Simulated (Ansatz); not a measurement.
# YRh: pressure up to the limit of the methods

The task here is to estimate one member of a computed series from the others.

Program: Ansatz 0.2.0. Level of theory: DFT, r2SCAN, PAW with Ansatz's default frozen-core files, scalar-relativistic. These are calculated values, not measurements.

### The structure to begin with

It takes space group Pm-3m (No. 221, cubic). The conventional cell has a = 3.418 Å, b = 3.418 Å, c = 3.418 Å, α = 90.00°, β = 90.00°, γ = 90.00°. Y (site symmetry m-3m) has 8 Rh at 2.96 Å as nearest neighbours. Rh (site symmetry m-3m) is surrounded by 8 Y at 2.96 Å.

Structure file:

```
Y Rh
1.0
     3.41785    0.00000    0.00000
     0.00000    3.41785    0.00000
     0.00000    0.00000    3.41785
Y Rh
1 1
Direct
  0.50000 0.50000 0.50000
  0.00000 0.00000 0.00000
```

Whether this phase is the stable one at these pressures isn't tested.

Atoms are numbered in the order of the input: Y1, Rh2.

Set-up of the first run:

Input file input.yaml:

```yaml
crystal:
  lattice:
    - [3.41784978, 0.0, 0.0]
    - [0.0, 3.41784978, 0.0]
    - [0.0, 0.0, 3.41784978]
  atoms:
    - { symbol: "Y", position: [0.5, 0.5, 0.5] }
    - { symbol: Rh, position: [0.0, 0.0, 0.0] }
kpoints:
  mp_grid: { grid: [11, 11, 11] }
scf:
  occupations: { method: fermi_dirac, width: 0.05 }
hamiltonian:
  xc: r2scan
  pseudopotentials: { kind: paw }
output:
  forces: true
  stress: true
relax:
  f_tol: 0.01
  max_steps: 30
```

Run with:

```sh
$ ansatz run input.yaml --threads 1 --pin off --max-ram 2048MiB --backend cpu --events-out ev --progress --plain --runs-dir out
```

Steps of the session up to this table: Atoms relaxed at the given volume, PAW; Volume scaled by 1, PAW; Atoms relaxed at 0.85 of the volume, PAW; Volume scaled by 0.85, PAW; Atoms relaxed at 0.75 of the volume, PAW; Volume scaled by 0.75, PAW; Atoms relaxed at 0.5 of the volume, PAW; Volume scaled by 0.5, PAW.

One of the session's tables, all rows but one given; the rest of the session is left out.

```
method  volume over the first  volume (Å³/atom)  pressure (GPa)
   PAW                      1                 ?               ?
   PAW                   0.85            16.969           26.55
   PAW                   0.75            14.972           61.17
   PAW                    0.5             9.982          332.14
```

Q: Estimate the row for PAW, 1 from the others.

The run gave: volume (Å³/atom): 19.963; pressure (GPa): -0.18. In the column «volume (Å³/atom)» it is the highest.

Caveats from the session: Warnings in the runs' records: stress scf threshold loose, gradients without spin orbit.
